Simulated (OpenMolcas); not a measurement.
# Cu²⁺ among point charges: CASSCF and CASPT2 levels and susceptibility

How does a field of 4 point charges split the states of Cu²⁺, and what χT follows?

The numbers are computed with OpenMolcas 26.06 (state-averaged CASSCF and CASPT2, spin-orbit coupling by RASSI with atomic mean-field integrals), except any that are marked as measured or tabulated.

## 1. The system

| Quantity | Value |
| --- | --- |
| Species | Cu²⁺ (copper, Z = 29, 27 electrons) |
| Basis | ANO-RCC-VDZP [5s4p2d1f], 34 functions |
| Scalar Hamiltonian | DKH2, point nucleus |
| Inactive shells | 1s 2s 2p 3s 3p |
| Active space | 9 electrons in 5 orbitals (3d) |
| Some configurations of this space | 3d9 |
| Orbitals | optimised for each spin and parity, averaged over all roots |

Outer shells as boxes (Hund's rule):

3d9
```
3d [↑↓][↑↓][↑↓][↑↓][↑ ]
```

The ion sits among 4 point charges of -1.2 e arranged as a square (D4h), 2.12 Å from the ion.

The work runs as a chain of OpenMolcas steps in one folder; each step below is one input file. Labels, J, g values, rates, χT and fits are worked out afterwards by a script from the matrices that RASSI stores. The input lists half of the charges; inversion (Group=XYZ) makes the rest.

## 2. One- and two-electron integrals

File a.inp:

```
&GATEWAY
Coord
1

Cu 0.0 0.0 0.0
Basis=ANO-RCC-VDZP
Group=XYZ
NoMove
AngMom=0.0 0.0 0.0
AMFI
XField
2 Angstrom 0
2.120000 0.000000 0.000000 -1.200000
0.000000 2.120000 0.000000 -1.200000
&SEWARD
```

Started as:

```sh
> OMP_NUM_THREADS=1 MOLCAS_MEM=1689 MOLCAS_PROJECT=a pymolcas a.inp > a.log
```

## 3. Reference wave functions, doublets of even parity, 5 roots

File a.inp:

```
&RASSCF
FileOrb=start.orb
Symmetry=1
Spin=2
nActEl=9 0 0
Inactive=3 6
Ras2=5 0
CIRoot=5 5 1
SDav=5
CIMx=300
Iter=120 100
PrWF=0.3
OrbListing=Nothing
MaxOrb=0
>>> COPY $Project.JobIph JOB001
```

start.orb holds the contracted functions of the basis, ordered by shell, or the orbitals of the step before.

## 4. State interaction with spin-orbit coupling

File a.inp:

```
&RASSI
NrOfJobIphs=1 5
1 2 3 4 5
IphNames
JOB001
EJob
SpinOrbit
DIPRint=1.0
SOCoupling=1000.0
Subsets=2
Property=9
'ANGMOM' 1 'ANGMOM' 2 'ANGMOM' 3 'MLTPL  1' 1 'MLTPL  1' 2 'MLTPL  1' 3
'AMFI' 1 'AMFI' 2 'AMFI' 3
SOProperty=3
'ANGMOM' 1 'ANGMOM' 2 'ANGMOM' 3
```

## 5. CASPT2: IPEA 0.25, imaginary shift 0.1 (closed shells correlated: 3s 3p)

File a.inp:

```
>>> COPY JOB001 $Project.JobIph
&CASPT2
Multistate=5 1 2 3 4 5
NoMult
Frozen=2 3
IPEA=0.25
Imaginary=0.1
MaxIter=60
WThr=0.0 0.3 0.05
PrWF=0.5
NoMix
```

(Steps that only read results are left out.)

**Question.** What will these runs give? Wanted: spin-free ground state; first state of the same spin within the active space; lowest level; next level.

The runs gave:

| quantity | value |
| --- | --- |
| method | SS-CASPT2, IPEA 0.25, imaginary shift 0.1 (closed shells correlated: 3s 3p) |
| spin-free ground state | 2B1, 1-fold in its orbital part |
| first state of the same spin within the active space | 2B2 at 1890 cm⁻¹ |
| lowest level | 2-fold E3/2, g = 1.73, 1.73, 4.57 |
| next level | 2415.0 cm⁻¹ |
| χT at 300 K | 0.93 cm³ K/mol |
| effective moment at 300 K | 2.73 μB |

Cost by method:

| method | time of its own steps | time with the reference |
| --- | --- | --- |
| A. CASSCF | 3.8 s | 3.8 s |
| B. SS-CASPT2, IPEA 0.25, imaginary shift 0.1, +3s 3p | 0.52 s | 4.4 s |

Times are of one thread on a shared host.

The spin-free ground state (2B1) comes to 100 % from free-ion D terms and keeps the highest spin of the shell. χT at 300 K is 0.93, against 0.38 cm³ K/mol for the spin alone, so orbital moment adds to it. The field of point charges can differ much from that of real complexes. Point charges carry no covalency, so the field is a model and not that of real ligands.
